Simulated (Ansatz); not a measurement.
# SnI2: the cost of one run

Program: Ansatz 0.2.0. Level of theory: DFT PBEsol, scalar-relativistic, plane waves, PAW. These are calculated values, not measurements.

**1. The system as given**

It takes space group Fm-3m (No. 225, cubic). The conventional cell has a = 7.382 Å, b = 7.382 Å, c = 7.382 Å, α = 90.00°, β = 90.00°, γ = 90.00°. Sn (site symmetry m-3m) has 8 I at 3.20 Å as nearest neighbours. I (site symmetry -43m) is surrounded by 4 Sn at 3.20 Å.

Structure file:

```cif
data_structure
_symmetry_space_group_name_H-M 'P 1'
_symmetry_Int_Tables_number 1
_cell_length_a 5.2199
_cell_length_b 5.2199
_cell_length_c 5.2199
_cell_angle_alpha 60.000
_cell_angle_beta 60.000
_cell_angle_gamma 60.000
_cell_volume 100.57
loop_
_atom_site_label
_atom_site_type_symbol
_atom_site_fract_x
_atom_site_fract_y
_atom_site_fract_z
_atom_site_occupancy
Sn1 Sn 0.00000 0.00000 0.00000 1
I1 I 0.25000 0.25000 0.25000 1
I2 I 0.75000 0.75000 0.75000 1
```

The cell was made up by rule, so the compound may not exist in this form.

The cell is the ideal cubic fluorite prototype; whether it is the stable structure of this composition wasn't checked.

**2. Single point at 0.884 V0**

Input file input.yaml:

```yaml
crystal:
  lattice:
    - [0.0, 3.691, 3.691]
    - [3.691, 0.0, 3.691]
    - [3.691, 3.691, 0.0]
  atoms:
    - { symbol: Sn, position: [0.0, 0.0, 0.0] }
    - { symbol: I, position: [0.25, 0.25, 0.25] }
    - { symbol: I, position: [0.75, 0.75, 0.75] }
basis:
  ecutwfc: 420
kpoints:
  mp_grid: { grid: [6, 6, 6] }
hamiltonian:
  xc: pbesol
scf:
  occupations: { method: gaussian, width: 0.02 }
output:
  forces: true
  stress: true
  eigenvalues: true
```

Started as:

```
$ ansatz run input.yaml --threads 1 --pin off --max-ram 1228MiB --backend cpu --events-out ev --progress --plain --runs-dir out
```

**Question.** How long does this run take on 1 thread of an Arm CPU, shared host, and how much memory does it need?

About 5.8 s, with a peak of 0.42 GiB.
